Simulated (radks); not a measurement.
# Ga⁺ in [Ar] 3d10 4s2: an all-electron calculation

An exercise on one series of results from a longer session: the logs are not shown, and one member is left open.

Method: scalar-relativistic Kohn-Sham, PBE, spin-unpolarised, spherical densities, point nucleus. Code: radks (a radial shooting solver on a logarithmic mesh, Libxc functionals) version 1.

### What is computed

* element: gallium (Z = 31)
* charge: +1
* electrons: 30
* configuration: [Ar] 3d10 4s2

The outer shells:

Ga⁺
```
[Ar] core
3d [↑↓][↑↓][↑↓][↑↓][↑↓]
4s [↑↓]
```

Set-up of the first run:

The run's settings:

```text
Z 31
configuration [Ar] 3d10 4s2 4p0 5s0 4d0 4f0
relativity scalar-relativistic
functional pbe,pbe
spin unpolarised
nucleus point
c 137.035999084
```

Run with:

```
python run_ks.py task.json out
```

All runs below come from this command, one after another.

Among the steps run: Self-consistent calculation.

One of the session's tables, all rows but one given; the rest of the session is left out.

It belongs to the step «Radial structure». From the orbitals of this run (lengths in bohr):

| level | <r> | outermost maximum (interpolated) | 90 % within | nodes |
| --- | --- | --- | --- | --- |
| 1s | ? | ? | ? | ? |
| 2s | 0.2178 | 0.182 | 0.337 | 1 |
| 2p | 0.1907 | 0.146 | 0.312 | 0 |
| 3s | 0.6519 | 0.564 | 0.976 | 2 |
| 3p | 0.6792 | 0.567 | 1.05 | 1 |
| 3d | 0.8075 | 0.533 | 1.39 | 0 |
| 4s | 2.217 | 1.85 | 3.33 | 3 |
| 4p | 2.861 | 2.31 | 4.39 | 2 |

Q: Estimate the row for 1s from the others.

The run gave: <r>: 0.04860; outermost maximum (interpolated): 0.0318; 90 % within: 0.0869; nodes: 0. In the column «<r>» it is the lowest.
